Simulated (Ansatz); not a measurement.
# CH₄Cl₂GeO₂: up Jacob's ladder to CCSD(T)

Aim: compute CH₄Cl₂GeO₂ with functionals from several rungs and with coupled cluster. The yardstick is the atomisation energy at the CCSD(T) limit.

Program: Ansatz 0.2.0, Gaussian basis. Level of theory: functionals in def2-TZVPP, the program's frozen cores in correlated methods. These are calculated values, not measurements.

Plan: PBE-D4, r2SCAN-D4, PBE0-D4, B3LYP-D4, ωB97X-V, ωB97M-V, B2PLYP; CCSD(T)/def2-TZVPP; MP2/def2-QZVPP; extrapolation to the limit.

### Step 1. Structure used throughout

All runs share one geometry, relaxed beforehand with PBE0-D4 in a triple-zeta def2 set.

10 atoms, charge 0, spin multiplicity 1.

Atoms are counted from 1 here; the program's logs count them from 0.

Bond lengths: C1–O2 1.418 Å, C1–H7 1.091 Å, C1–H8 1.094 Å, C1–H9 1.094 Å, O2–Ge3 1.748 Å, Ge3–O4 1.744 Å, Ge3–Cl5 2.126 Å, Ge3–Cl6 2.126 Å, O4–H10 0.963 Å. Angles: O2–C1–H7 107.2°, O2–C1–H8 111.5°, O2–C1–H9 111.5°, H7–C1–H8 108.8°, H7–C1–H9 108.8°, H8–C1–H9 109.1°, C1–O2–Ge3 121.1°, O2–Ge3–O4 106.4°, O2–Ge3–Cl5 111.0°, O2–Ge3–Cl6 111.1°, O4–Ge3–Cl5 110.6°, O4–Ge3–Cl6 110.4°, Cl5–Ge3–Cl6 107.5°, Ge3–O4–H10 110.7°.

### Step 2. PBE-D4 (GGA)

File in.yaml:

```yaml
crystal:
  periodic: [false, false, false]
  atoms:
    - {symbol: C, position_ang: [1.022374, -1.290962, -0.049282]}
    - {symbol: O, position_ang: [0.420596, -0.158462, -0.653131]}
    - {symbol: Ge, position_ang: [-0.738013, 0.819348, 0.216471]}
    - {symbol: O, position_ang: [-1.222642, 2.093555, -0.871516]}
    - {symbol: Cl, position_ang: [0.124499, 1.631576, 1.982146]}
    - {symbol: Cl, position_ang: [-2.424171, -0.334605, 0.803205]}
    - {symbol: H, position_ang: [1.693433, -1.730946, -0.787835]}
    - {symbol: H, position_ang: [1.605040, -1.011603, 0.834040]}
    - {symbol: H, position_ang: [0.274851, -2.037712, 0.236162]}
    - {symbol: H, position_ang: [-0.755967, 2.019801, -1.710271]}
basis:
  gaussian: {orbitals: def2-TZVPP}
hamiltonian: {xc: pbe, dispersion: d4}
output: {forces: true, orbitals: {seedname: orbitals}}
```

Run with:

```sh
$ ansatz run in.yaml --threads 2 --pin off --events-out ev --progress --plain --max-ram 32768MiB --backend cuda --devices 0, --max-vram 18GiB
```

After this run come: r2SCAN-D4 (meta-GGA); PBE0-D4 (hybrid); B3LYP-D4 (hybrid); ωB97X-V (range-separated); ωB97M-V (range-separated); B2PLYP (double hybrid); CCSD(T) in def2-TZVPP; MP2 in def2-QZVPP.

Q: Predict the results of all the runs planned. Wanted: atomisation energy, CCSD(T)/CBS; farthest; mean size of error, hybrid; mean size of error, range-separated; gap, smallest and largest; T1 diagnostic; triples share of the correlation energy.

As calculated:

| quantity | value |
| --- | --- |
| atomisation energy, CCSD(T)/CBS | 3581.8 kJ/mol |
| functionals within 35.8 kJ/mol (1.0 %) | r2SCAN-D4, PBE0-D4, ωB97X-V, ωB97M-V |
| farthest | B2PLYP (-71.7 kJ/mol) |
| mean size of error, hybrid | 42.6 kJ/mol |
| mean size of error, range-separated | 6.6 kJ/mol |
| gap, smallest and largest | 5.09 eV (PBE-D4), 12.50 eV (ωB97X-V) |
| T1 diagnostic | 0.0110 |
| triples share of the correlation energy | 3.9 % |

**Reading.** PBE-D4 is off by +57.3 kJ/mol. Double hybrids carry the basis error of their MP2 part in triple zeta, and no dispersion term here, so their miss is partly the set-up's. Misses under about 35.8 kJ/mol are within the doubt on the reference itself, which lacks core-valence correlation, relativity and higher excitations, and its outer-core shells are covered unevenly. Hartree-Fock recovers 69 % of the binding; the rest is correlation. The gap grows from 5.1 to 12.5 eV across the functionals, mostly with the share of exact exchange. Correlated methods include outer-core shells of Ge, which these sets cover unevenly.
